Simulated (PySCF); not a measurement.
# CH11NSi3: electronic excitations

Wanted: the electronic excitations of CH11NSi3 (`[SiH3]NC([SiH3])[SiH3]`), by calculation.

Programs: PySCF 2.14.0, with density-fitted response routines of our own. Each step states its level of theory. These are calculated values for one molecule in the gas phase, unless marked as measured. Atoms are numbered from 0 throughout.

### 1 The starting structure

16 atoms, charge 0, multiplicity 1; geometry from: GFN2-xTB.

Bonds of the start (Å): Si0–N1 1.71, N1–C2 1.46, C2–Si3 1.91, C2–Si4 1.92, Si0–H5 1.46, Si0–H6 1.46, Si0–H7 1.47, N1–H8 1.01, C2–H9 1.10, Si3–H10 1.47, Si3–H11 1.46, Si3–H12 1.46, Si4–H13 1.47, Si4–H14 1.46, Si4–H15 1.46.

### 2 TDDFT and polarisability: CAM-B3LYP/def2-SVPD

Job settings and geometry (Å):

```
{"job": {"kind": "uv", "xc": "CAM-B3LYP", "basis": "def2-SVPD", "nstates": 8, "ntriplets": 3}, "charge": 0, "multiplicity": 1}
Si     2.157511     0.060567     0.241645
N      0.777616     0.966267    -0.220853
C     -0.621349     0.575578    -0.087768
Si    -1.017787    -0.249995     1.584862
Si    -1.202822    -0.457452    -1.592577
H      2.112324    -0.110001     1.694679
H      3.269265     0.911287    -0.184361
H      2.293381    -1.267996    -0.380830
H      0.905787     1.554648    -1.032235
H     -1.208103     1.507640    -0.098727
H     -2.478683    -0.361858     1.656719
H     -0.425782    -1.586174     1.661001
H     -0.546182     0.579090     2.694693
H     -0.914560     0.305773    -2.813541
H     -2.641836    -0.698714    -1.496473
H     -0.466380    -1.719717    -1.637645
```

Method: TDDFT CAM-B3LYP/def2-SVPD, vertical, gas phase, core orbitals frozen in the response.

Launch:

```bash
$ OMP_NUM_THREADS=1 python probes_run.py task.json out
```

One launch serves the whole session: the jobs run in the order shown.

Predict these results of the whole session: lowest singlet (CAM-B3LYP/def2-SVPD); brightest single state of those computed; lowest triplet.

As calculated:

| quantity | value |
| --- | --- |
| lowest singlet (CAM-B3LYP/def2-SVPD) | 5.39 eV (230 nm), f = 0.001 |
| brightest single state of those computed | state 5, 6.83 eV, f = 0.084 |
| lowest triplet | 5.12 eV |

The lowest singlet, at 5.39 eV, is HOMO→LUMO 0.91 and is weak; of the 8 states computed, the strongest absorption comes from state 5 at 6.83 eV (the last state computed is bright too, and its partners may lie past the list). The lowest triplet lies 0.27 eV below the lowest singlet (triplets in Tamm-Dancoff, singlets in full TDDFT).
